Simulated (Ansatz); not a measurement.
# CH6BNO2: the cost of one run

Method: RKS B3LYP-D4/def2-SVP, in Ansatz 0.2.0.

### Step 1. The system as given

Bond lengths: N1–C2 1.413 Å, C2–B3 1.588 Å, B3–O4 1.523 Å, B3–O5 1.469 Å, N1–H6 1.073 Å, N1–H7 1.091 Å, C2–H8 1.111 Å, C2–H9 1.140 Å, O4–H10 0.939 Å, O5–H11 0.976 Å. Angles: N1–C2–B3 108.5°, N1–C2–H8 110.6°, N1–C2–H9 112.4°, B3–C2–H8 108.3°, B3–C2–H9 111.4°, H8–C2–H9 105.5°, C2–N1–H6 108.9°, C2–N1–H7 106.7°, H6–N1–H7 100.9°, C2–B3–O4 120.3°, C2–B3–O5 121.0°, O4–B3–O5 118.3°, B3–O4–H10 105.0°, B3–O5–H11 102.8°.

Structure file:

```xyz
11

N    -1.4862   -0.0291    0.5751
C    -0.1094    0.2392    0.7475
B     0.6652   -0.2520   -0.5484
O     1.5823    0.7008   -1.3043
O     0.6362   -1.6625   -0.9591
H    -2.0116    0.2615    1.4638
H    -1.8619    0.7063   -0.1373
H     0.2902   -0.3149    1.6231
H     0.0958    1.3398    0.9634
H     2.4058    0.6534   -0.8553
H    -0.1409   -1.6997   -1.5479
```

### Step 2. End point A

File input.yaml:

```yaml
crystal:
  periodic: [false, false, false]
  atoms:
    - { symbol: "N", position_ang: [-1.4862, -0.0291, 0.5751] }
    - { symbol: C, position_ang: [-0.1094, 0.2392, 0.7475] }
    - { symbol: B, position_ang: [0.6652, -0.252, -0.5484] }
    - { symbol: O, position_ang: [1.5823, 0.7008, -1.3043] }
    - { symbol: O, position_ang: [0.6362, -1.6625, -0.9591] }
    - { symbol: H, position_ang: [-2.0116, 0.2615, 1.4638] }
    - { symbol: H, position_ang: [-1.8619, 0.7063, -0.1373] }
    - { symbol: H, position_ang: [0.2902, -0.3149, 1.6231] }
    - { symbol: H, position_ang: [0.0958, 1.3398, 0.9634] }
    - { symbol: H, position_ang: [2.4058, 0.6534, -0.8553] }
    - { symbol: H, position_ang: [-0.1409, -1.6997, -1.5479] }
basis:
  gaussian: { orbitals: def2-SVP }
hamiltonian:
  xc: b3lyp
  dispersion: d4
relax:
  f_tol: 0.015
  max_steps: 40
output:
  orbitals: {}
```

On the command line:

```
$ ansatz run input.yaml --threads 2 --pin off --max-ram 3072MiB --backend cpu --events-out ev --progress --plain --runs-dir out
```

What time and memory should one allow on 2 threads of Arm Neoverse V1, shared host?

About 36 s, with a peak of 0.2 GiB.
